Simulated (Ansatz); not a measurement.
# CH₄SiTe (SMILES C1[SiH2][Te]1): one structure at several levels

One table from this session's results is given with a row withheld; the runs are named, their logs left out.

Program: Ansatz 0.2.0, Gaussian basis. Level of theory: single points in def2-TZVPP. These are calculated values, not measurements.

Cores are frozen in the correlated methods. Filled d shells of the heavier atoms are correlated. Core potentials replace the inner electrons past krypton, and spin-orbit coupling is left out.

## Starting geometry

SMILES `C1[SiH2][Te]1`, 7 atoms, charge 0, spin multiplicity 1.

Atoms are counted from 1 here; the program's logs count them from 0.

Bond lengths: C1–Si2 1.844 Å, C1–Te3 2.221 Å, C1–H4 1.070 Å, C1–H5 1.085 Å, Si2–Te3 2.480 Å, Si2–H6 1.511 Å, Si2–H7 1.442 Å. Angles: Si2–C1–Te3 74.5°, Si2–C1–H4 120.9°, Si2–C1–H5 119.7°, Te3–C1–H4 113.5°, Te3–C1–H5 111.5°, H4–C1–H5 110.9°, C1–Si2–Te3 59.7°, C1–Si2–H6 117.3°, C1–Si2–H7 117.3°, Te3–Si2–H6 117.7°, Te3–Si2–H7 119.7°, H6–Si2–H7 114.4°, C1–Te3–Si2 45.8°.

As a file:

```xyz
7
charge 0, multiplicity 1
C    -0.68120   -0.32490   -0.52150
Si    0.68140    0.50050    0.40690
Te    0.11360   -1.87030    0.86120
H    -0.56760   -0.57720   -1.55510
H    -1.71330   -0.07910   -0.29340
H     0.29000    1.52680    1.44380
H     1.88070    0.82070   -0.32640
```

Set-up of the first run:

run/in.yaml reads:

```yaml
crystal:
  periodic: [false, false, false]
  atoms:
    - {symbol: C, position_ang: [-0.681200, -0.324900, -0.521500]}
    - {symbol: Si, position_ang: [0.681400, 0.500500, 0.406900]}
    - {symbol: Te, position_ang: [0.113600, -1.870300, 0.861200]}
    - {symbol: H, position_ang: [-0.567600, -0.577200, -1.555100]}
    - {symbol: H, position_ang: [-1.713300, -0.079100, -0.293400]}
    - {symbol: H, position_ang: [0.290000, 1.526800, 1.443800]}
    - {symbol: H, position_ang: [1.880700, 0.820700, -0.326400]}
basis:
  gaussian: {orbitals: def2-TZVPP}
correlation: {method: ccsd_t}
output: {forces: true}
```

No record of the launch command was kept for these runs.

Among the steps run: CCSD(T)/def2-TZVPP; PBE0-D4/def2-TZVPP; wB97M-V/def2-TZVPP; r2SCAN-D4/def2-TZVPP; PBE-D4/def2-TZVPP; B97M-V/def2-TZVPP; revPBE-D4/def2-TZVPP.

One of the session's tables, all rows but one given; the rest of the session is left out.

| method | RMS force component (eV/Å) | angle to CCSD(T) forces (°) | dipole (D) |
| --- | --- | --- | --- |
| CCSD(T) | 0.374 | reference | 1.57 |
| PBE0-D4 | 0.404 | 16.0 | 1.59 |
| wB97M-V | 0.396 | 17.6 | 1.66 |
| r2SCAN-D4 | 0.391 | 11.9 | 1.61 |
| PBE-D4 | ? | ? | ? |
| B97M-V | 0.388 | 17.8 | 1.32 |
| revPBE-D4 | 0.403 | 21.3 | 1.43 |

Estimate the missing values for PBE-D4.

The run gave: RMS force component (eV/Å): 0.402; angle to CCSD(T) forces (°): 19.9; dipole (D): 1.43. In the column «RMS force component (eV/Å)» it lies between wB97M-V (0.396) and revPBE-D4 (0.403).
